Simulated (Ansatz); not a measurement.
# BiTe (Fm-3m) in Ansatz: settings compared

Aim: see how the results for BiTe move with the level of theory and the settings. Levels: BPBE+D3(BJ), r2SCAN. Tasks: electric field gradients, single point.

Everything below comes from runs of Ansatz 0.2.0. Logs are shortened: lines on timing, memory, paths and dates and some standing lists are left out, and cuts for length are marked.

## 1. The undisturbed crystal

Symmetry: Fm-3m, No. 225, cubic system. The conventional cell has a = 6.470 Å, b = 6.470 Å, c = 6.470 Å, α = 90.00°, β = 90.00°, γ = 90.00°. Around Bi (site symmetry m-3m) lie 6 Te at 3.23 Å. Around Te (site symmetry m-3m) lie 6 Bi at 3.23 Å.

## 2. Electric field gradients, BPBE+D3(BJ), spin-orbit coupling, no magnetisation (atoms moved at random, drawn with an rms of 0.05 Å)

The input, input.yaml:

```yaml
crystal:
  lattice:
    - [0.0, 3.235, 3.235]
    - [3.235, 0.0, 3.235]
    - [3.235, 3.235, 0.0]
  atoms:
    - { symbol: Bi, position: [-0.003791, -0.001268, -0.008612] }
    - { symbol: Te, position: [0.512639, 0.494467, 0.491697] }
hamiltonian:
  xc: { exchange: b88, correlation: pbe }
  pseudopotentials: { kind: paw_fr }
  dispersion: d3bj
magnetization:
  noncollinear: true
  spin_orbit: true
kpoints:
  mp_grid: { grid: [6, 6, 6] }
scf:
  occupations: { method: fermi_dirac, width: 0.05 }
output:
  forces: true
  stress: true
  eigenvalues: true
  efg: {}
```

Potentials or basis: Ansatz PAW.

The run is started by

```sh
ansatz run input.yaml --threads 1 --pin off --max-ram 2560MiB --backend cpu --events-out ev --progress --plain --runs-dir out
```

The log of the run:

```text
Warning: the engine holds no damping parameters fitted to this dispersion correction and functional, so the run takes those fitted to blyp (hamiltonian.dispersion, under Limitations)
Warning: RAYON_NUM_THREADS=1 ignored (pool sized by the plan → 1); use --threads N
Engine: ansatz 0.2.0, aarch64-unknown-linux-gnu
Pseudopotentials: kind: paw_fr
Pseudopotential: Bi, paw_fr, valence charge 15, recommended cutoff 420 eV (normal), Bi.paw.azcp#standard-fr
Pseudopotential: Te, paw_fr, valence charge 16, recommended cutoff 420 eV (normal), Te.paw.azcp#standard-fr
Functional definition: unnamed
  exchange = b88_x
  correlation = pbe_c
non-collinear run that drives no moment, with spin-orbit: no starting moment large enough to seed its density (crystal.atoms[].spin), no starting occupations that ask for one, no magnetisation constraint and no magnetic field, so the semilocal B_xc is pinned to zero
Crystal: 2 atoms, lattice volume = 67.710 Å³
Basis set: ecut = 420 eV, 1363 PW (Γ), exchange–correlation on 64×64×64 points (8 copies of the dense FFT grid, shifted against one another)
Bands: 40, of which v1, the nominal top of the filled ones, is band 31 counted from 1 (30 counted from 0)
Symmetry: 1 space group operations + 1 with time reversal
Magnetic group: BNS 1.2 (UNI 2), of the structure as read, at distance tolerance 4.1e-5 Å
k-points: 112 of 216 (time reversal used)
Projection manifold: j_resolved (fully-relativistic pseudo-atomic orbitals)
Non-local potential: Bi, projectors of the file, l = 0: 2, l = 1: 4, l = 2: 4, l = 3: 4
Non-local potential: Te, projectors of the file, l = 0: 2, l = 1: 4, l = 2: 4, l = 3: 4
PAW form: soft (Blöchl's): semilocal exchange-correlation on the pseudo side does not see the compensation charge
PAW frozen core: Bi, regenerated for the run's functional, and the local potential with it (the file was generated under x = pbe(κ = 0.804, μ = 0.2195149727645171), c = pbe(β = 0.06672455060314922))
PAW frozen core: Te, regenerated for the run's functional, and the local potential with it (the file was generated under x = pbe(κ = 0.804, μ = 0.2195149727645171), c = pbe(β = 0.06672455060314922))
PAW one-centre angular grid: Bi, 590 points (default); XC on 96 Gauss nodes
PAW one-centre angular grid: Te, 590 points (default); XC on 64 Gauss nodes
Initial density: superposition of atomic densities (chi_scale 0.1, normalization cell, long waves kept (reshape's long-wave potential 0.00 eV rms))
Initial wavefunctions: pseudopotential atomic-orbital guess
Functional: x = b88, c = pbe(β = 0.06672455060314922)
SCF iter   1: F=—  HF=-19489.737025 eV  |F-HF|=—  |Δ(HF+E_count)|=         —  Δρ=8.88e-3  dr2=5.76e-2  dr2_m=0.00e0 (ungated)  ethr=3.10e-3  |M|=0.00e0 ∫|m|=0.00e0 μB  |m|>n=0.0e0 m-floor=0.0e0 τ_xc=0.0e0  β_m=0.30  ⟨swp⟩=9.3  Hψ=23785  notcnv=0  defer=31
preconditioner: auto → Kerker (q_TF=auto, 2.395 Å⁻¹)  [metal: Δε(μ)=0.002 eV  Ē_g=9.546 eV  σ=0.050 eV  W_gap=0.01  n_scr=14 (ndim 8)  ℏωp=15.0 eV  f_vac=0.001  D(μ)=1.59/eV (n_scr^D=14)]
spin=Noncollinear: Kerker preconditioning applied to the charge; magnetization (m_x, m_y, m_z) channels mix plain (no charge-response kernel on spin).
SCF iter   2: F=—  HF=-19489.736571 eV  |F-HF|=—  |Δ(HF+E_count)|=   4.54e-4  Δρ=7.04e-3  dr2=3.73e-2  dr2_m=0.00e0 (ungated)  ethr=1.86e-4  |M|=0.00e0 ∫|m|=0.00e0 μB  |m|>n=0.0e0 m-floor=0.0e0 τ_xc=0.0e0  β_m=0.59  ⟨swp⟩=1.8  Hψ=5760  notcnv=0  defer=199
[... 12 lines left out ...]
  site 1: m = (+0.0000, +0.0000, +0.0000) μB, |m| = 0.0000 μB  (R = 1.31 Å)
Free energy (F): -19489.738803 eV
Harris-Foulkes:  -19489.738803 eV  (|F-HF|=7.33e-9)
Internal energy: -19489.725953 eV  (E = F + TS)
E sigma→0 (E₀):  -19489.732378 eV
Entropy (-TS):   -0.012850 eV (-6.425 meV/atom)
Fermi energy:    9.816860 eV
--- Per-component energies (eV) ---
  E_band       = -361.790093
  E_kinetic    = 484.748717
  E_local      = -2770.461531  (includes V_loc(G=0)·N_el)
  E_nonlocal   = 252.529000
  E_hartree    = 1295.322478
  E_xc         = -277.578628
  E_vxc        = -250.009519  (∫ρ·V_xc dr)
  E_paw        = -15436.250702  (= ΣΔE_a)
  E_vpaw       = -669.240835  (= ΣTr[D̂ρ^β])
  E_aug_tail   = -0.000574  (compensation charges beyond the density's cutoff)
  E_ewald      = -3035.659365
  E_disp       = -2.146157  (pairwise vdW)
  E_core_change = -0.229192  (= ΣΔE_core)
  E_smearing   = -0.012850  (= −TS)
  E_closure    = -0.000000  (closes the sum)
  Σ components = -19489.738803   (vs F -19489.738803, Δ=0.00e0)
--- Forces (eV/Å), atoms counted from 1 ---
  atom   1  Bi    -0.03358894     0.14400317     0.10398055
  atom   2  Te     0.03358880    -0.14400259    -0.10398014
  max |Σ_I F_I| component: 5.81e-7 eV/Å
--- Stress (GPa, compression-positive) ---
       -3.404346       0.014071       0.010196
        0.014071      -3.319978      -0.043410
        0.010196      -0.043410      -3.361784
  P = ⅓ Tr σ = -3.3620 GPa (-33.620 kbar)
--- PAW observables at the nuclei: V_zz in 10²¹ V/m², potentials from the cell's mean, atoms counted from 1 ---
  atom   1  Bi V_zz =    +0.398612   η = 0.6138   by run symmetry: allowed
            electrostatic potential = -17943.729182 V   contact ρ = none
  atom   2  Te V_zz =    +0.205228   η = 0.5942   by run symmetry: allowed
            electrostatic potential = -8657.113726 V   contact ρ = none
--- Band table (eV; the first three rows and the last of 112) ---
  k-point 0: bands = ["-28.2895", "-28.2895", "-28.2887", "-28.2887", "-26.8236", "-26.8236", "-26.8230", "-26.8230", "-26.8213", "-26.8213", "-14.8461", "-14.8461", "-14.8453", "-14.8453", "-11.8613", "-11.8613", "-11.8605", "-11.8605", "-11.8571", "-11.8571", "-3.6880", "-3.6880", "1.7506", "1.7506", "6.2870", "6.2870", "7.6175", "7.6175", "7.6267", "7.6267", "10.3565", "10.3565", "12.5903", "12.5903", "12.6091", "12.6091", "14.4693", "14.4693", "14.4797", "14.4797"]
  k-point 1: bands = ["-28.2894", "-28.2894", "-28.2886", "-28.2886", "-26.8235", "-26.8235", "-26.8229", "-26.8229", "-26.8212", "-26.8212", "-14.8460", "-14.8459", "-14.8451", "-14.8450", "-11.8624", "-11.8620", "-11.8601", "-11.8600", "-11.8558", "-11.8558", "-3.4419", "-3.4411", "1.1526", "1.1529", "6.4653", "6.4699", "7.6823", "7.6844", "7.7623", "7.7903", "9.7171", "9.7386", "11.4911", "11.5556", "11.6907", "11.6945", "14.3457", "14.3583", "14.9738", "14.9743"]
  k-point 2: bands = ["-28.2892", "-28.2892", "-28.2885", "-28.2885", "-26.8233", "-26.8233", "-26.8227", "-26.8227", "-26.8210", "-26.8210", "-14.8463", "-14.8462", "-14.8442", "-14.8441", "-11.8651", "-11.8649", "-11.8585", "-11.8584", "-11.8531", "-11.8531", "-2.7254", "-2.7238", "-0.1523", "-0.1514", "6.8825", "6.8983", "7.8744", "7.8808", "8.0444", "8.1088", "8.6284", "8.6375", "10.1217", "10.1713", "10.3967", "10.3983", "15.2402", "15.2597", "16.3596", "16.3607"]
  k-point 111: bands = ["-28.2892", "-28.2892", "-28.2884", "-28.2884", "-26.8234", "-26.8234", "-26.8226", "-26.8226", "-26.8209", "-26.8209", "-14.8467", "-14.8467", "-14.8434", "-14.8434", "-11.8666", "-11.8666", "-11.8576", "-11.8576", "-11.8516", "-11.8516", "-1.8272", "-1.8272", "-1.3012", "-1.3012", "7.4137", "7.4137", "7.7182", "7.7182", "8.1279", "8.1279", "8.3518", "8.3518", "9.5011", "9.5011", "9.7804", "9.7804", "17.0625", "17.0625", "17.4487", "17.4487"]
```

It took 76 s on 1 thread of Arm Neoverse V1, shared host; peak memory 0.91 GiB.

What came out:

```yaml
Free_energy: -19489.7388 eV
Pressure: -3.4 GPa
Largest_force: 0.181 eV/Å
Band_gap_on_the_k_mesh: none (metal or under the smearing width)
```

Forces in eV/Å, atoms in the order of the input:
```
Bi  -0.034  0.144  0.104
Te   0.034 -0.144 -0.104
```

Levels at points of the mesh, in eV from the Fermi level:
```
              k point  band 27  band 28  band 29  band 30  band 31  band 32  band 33  band 34  band 35  band 36
   (0.00, 0.00, 0.00)    -2.20    -2.20    -2.19    -2.19     0.54     0.54     2.77     2.77     2.79     2.79
  (0.00, 0.00, -0.50)    -2.12    -2.12    -1.66    -1.66    -1.47    -1.47    -0.32    -0.32    -0.03    -0.03
  (0.00, -0.50, 0.00)    -2.12    -2.12    -1.67    -1.67    -1.47    -1.47    -0.32    -0.32    -0.03    -0.03
 (0.00, -0.50, -0.50)    -4.52    -4.52    -3.70    -3.70     2.13     2.13     2.58     2.58     4.30     4.30
  (-0.50, 0.00, 0.00)    -2.08    -2.08    -1.71    -1.71    -1.46    -1.46    -0.32    -0.32    -0.04    -0.04
 (-0.50, 0.00, -0.50)    -4.52    -4.52    -3.70    -3.70     2.19     2.19     2.53     2.53     4.29     4.29
 (-0.50, -0.50, 0.00)    -4.52    -4.52    -3.70    -3.70     2.16     2.16     2.56     2.56     4.30     4.30
(-0.50, -0.50, -0.50)    -2.10    -2.10    -1.69    -1.69    -1.47    -1.47    -0.32    -0.32    -0.04    -0.04
```

Caveat: pairwise dispersion overbinds metals, which lowers pressure and volume; the PAW data sets come from PBE, with cores solved anew for the run's functional, which leaves a small shift of forces and pressure; the dispersion damping was fitted for another functional or another form of the correction.

## 3. Single point, r2SCAN, collinear spin, ferromagnetic start, 36.56 Å³/atom (volume scaled by 1.08)

The input, input.yaml:

```yaml
crystal:
  lattice:
    - [0.0, 3.3190633125, 3.3190633125]
    - [3.3190633125, 0.0, 3.3190633125]
    - [3.3190633125, 3.3190633125, 0.0]
  atoms:
    - { symbol: Bi, position: [0.0, 0.0, 0.0], spin: 0.5 }
    - { symbol: Te, position: [0.5, 0.5, 0.5] }
hamiltonian:
  xc: r2scan
  pseudopotentials: { kind: nc, accuracy: standard }
magnetization:
  spin_polarized: true
kpoints:
  mp_grid: { grid: [7, 7, 7] }
scf:
  occupations: { method: fermi_dirac, width: 0.01 }
output:
  forces: true
  stress: true
  eigenvalues: true
```

Potentials or basis: PseudoDojo standard (PBE files).

The run is started by

```sh
ansatz run input.yaml --threads 1 --pin off --max-ram 2560MiB --backend cpu --events-out ev --progress --plain --runs-dir out
```

Run time: 69 s. Hardware: 1 thread of Arm Neoverse V1, shared host; peak memory 1 GiB.

Results (log left out):

```
Free energy            : -5159.2660 eV
Pressure               : -3.7 GPa
Band gap on the k mesh : none (metal or under the smearing width)
Net moment             : 0.30 μB per cell
Absolute moment        : 0.31 μB per cell
Site moments           : Bi +0.18; Te +0.01 μB
```

Caveat: the meta-GGA runs on potentials made for a GGA; the potentials were made for another functional, which shifts forces and pressure; spin-orbit coupling is left out, which moves the levels of the heavy elements.
